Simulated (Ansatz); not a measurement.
Relaxation of a periodic cell of 63 atoms, GaSi₆₂ (host Si, host structure diamond, dopant Ga, one Si atom removed), cell charge +2, to a largest force component of 0.03 eV/Å in at most 60 steps.

Theory: DFT LDA, scalar-relativistic, plane waves, PAW in Ansatz 0.2.0. Settings: PAW set soft_1, cutoff 420 eV, k mesh 1x1x1, gaussian smearing 0.02 eV, spin collinear.

```xyz
63
Lattice="10.8600 0.0000 0.0000 0.0000 10.8600 0.0000 0.0000 0.0000 10.8600" Properties=species:S:1:pos:R:3
Si 5.430 0.000 0.000
Ga 8.145 2.715 0.000
Si 9.502 4.072 1.357
Si 8.145 0.000 2.715
Si 9.502 1.357 4.072
Si 0.000 0.000 0.000
Si 1.357 1.357 1.357
Si 2.715 2.715 0.000
Si 4.072 4.072 1.357
Si 5.430 5.430 0.000
Si 6.787 6.787 1.357
Si 8.145 8.145 0.000
Si 9.502 9.502 1.357
Si 2.715 0.000 2.715
Si 4.072 1.357 4.072
Si 5.430 2.715 2.715
Si 6.787 4.072 4.072
Si 8.145 5.430 2.715
Si 9.502 6.787 4.072
Si 5.430 0.000 5.430
Si 6.787 1.357 6.787
Si 8.145 2.715 5.430
Si 9.502 4.072 6.787
Si 8.145 0.000 8.145
Si 9.502 1.357 9.502
Si 0.000 5.430 0.000
Si 1.357 6.787 1.357
Si 2.715 8.145 0.000
Si 4.072 9.502 1.357
Si 0.000 2.715 2.715
Si 1.357 4.072 4.072
Si 2.715 5.430 2.715
Si 4.072 6.787 4.072
Si 5.430 8.145 2.715
Si 6.787 9.502 4.072
Si 0.000 0.000 5.430
Si 1.357 1.357 6.787
Si 2.715 2.715 5.430
Si 4.072 4.072 6.787
Si 5.430 5.430 5.430
Si 6.787 6.787 6.787
Si 8.145 8.145 5.430
Si 9.502 9.502 6.787
Si 2.715 0.000 8.145
Si 4.072 1.357 9.502
Si 5.430 2.715 8.145
Si 6.787 4.072 9.502
Si 8.145 5.430 8.145
Si 9.502 6.787 9.502
Si 0.000 8.145 2.715
Si 1.357 9.502 4.072
Si 0.000 5.430 5.430
Si 1.357 6.787 6.787
Si 2.715 8.145 5.430
Si 4.072 9.502 6.787
Si 0.000 2.715 8.145
Si 1.357 4.072 9.502
Si 2.715 5.430 8.145
Si 4.072 6.787 9.502
Si 5.430 8.145 8.145
Si 6.787 9.502 9.502
Si 0.000 8.145 8.145
Si 1.357 9.502 9.502
```

Task: Where does it end, and by what steps?

Result: It converged. Limits of this set-up: coarse k mesh, PAW files made for another functional, a typed lattice constant that wasn't relaxed here, charged cell in a uniform background, uncorrected. After 4 steps the energy has fallen by 0.162 eV; Ga2 moved furthest, 0.20 Å.

```
step  energy less start (eV)  largest force component (eV/Å)  accepted
   0                  0.0000                           0.718       yes
   1                 -0.1456                           0.108       yes
   2                 -0.1587                           0.046       yes
   3                 -0.1614                           0.032       yes
   4                 -0.1621                           0.003       yes
```

```xyz
63
Lattice="10.8600 0.0000 0.0000 0.0000 10.8600 0.0000 0.0000 0.0000 10.8600" Properties=species:S:1:pos:R:3
Si 5.429 -0.001 -0.001
Ga 8.263 2.833 -0.118
Si 9.523 4.093 1.438
Si 8.146 -0.001 2.716
Si 9.485 1.367 4.064
Si 0.021 -0.016 -0.003
Si 1.353 1.352 1.363
Si 2.713 2.722 -0.007
Si 4.081 4.055 1.348
Si 5.414 5.451 -0.003
Si 6.782 6.783 1.363
Si 8.152 8.143 -0.007
Si 9.485 9.511 1.348
Si 2.716 0.004 2.711
Si 4.090 1.349 4.055
Si 5.429 2.716 2.716
Si 6.797 4.055 4.064
Si 8.148 5.451 2.731
Si 9.496 6.790 4.091
Si 5.434 0.004 5.429
Si 6.782 1.352 6.792
Si 8.152 2.722 5.432
Si 9.495 4.065 6.805
Si 8.148 -0.016 8.124
Si 9.523 1.277 9.482
Si -0.006 5.424 0.010
Si 1.365 6.795 1.356
Si 2.725 8.155 -0.004
Si 4.090 9.520 1.366
Si 0.021 2.718 2.731
Si 1.360 4.066 4.091
Si 2.720 5.423 2.731
Si 4.071 6.784 4.074
Si 5.434 8.146 2.711
Si 6.779 9.520 4.055
Si -0.007 -0.016 5.425
Si 1.365 1.359 6.780
Si 2.725 2.719 5.420
Si 4.054 4.066 6.785
Si 5.414 5.423 5.425
Si 6.789 6.795 6.780
Si 8.149 8.155 5.420
Si 9.496 9.484 6.785
Si 2.720 -0.016 8.152
Si 4.081 1.367 9.520
Si 5.414 2.718 8.124
Si 6.707 4.093 9.482
Si 8.135 5.424 8.151
Si 9.495 6.770 9.510
Si -0.007 8.150 2.731
Si 1.354 9.501 4.074
Si -0.004 5.426 5.439
Si 1.352 6.782 6.793
Si 2.715 8.145 5.430
Si 4.071 9.501 6.791
Si -0.006 2.705 8.151
Si 1.340 4.065 9.510
Si 2.706 5.426 8.149
Si 4.054 6.790 9.509
Si 5.414 8.150 8.152
Si 6.797 9.511 9.520
Si -0.004 8.136 8.149
Si 1.360 9.484 9.509
```

Whether the end is a true minimum wasn't checked by a vibrational analysis.

The run took 51 s on 4 threads of Intel(R) Xeon(R) Platinum 8488C (Sapphire Rapids), on a shared host, peak memory 1.6 GiB.
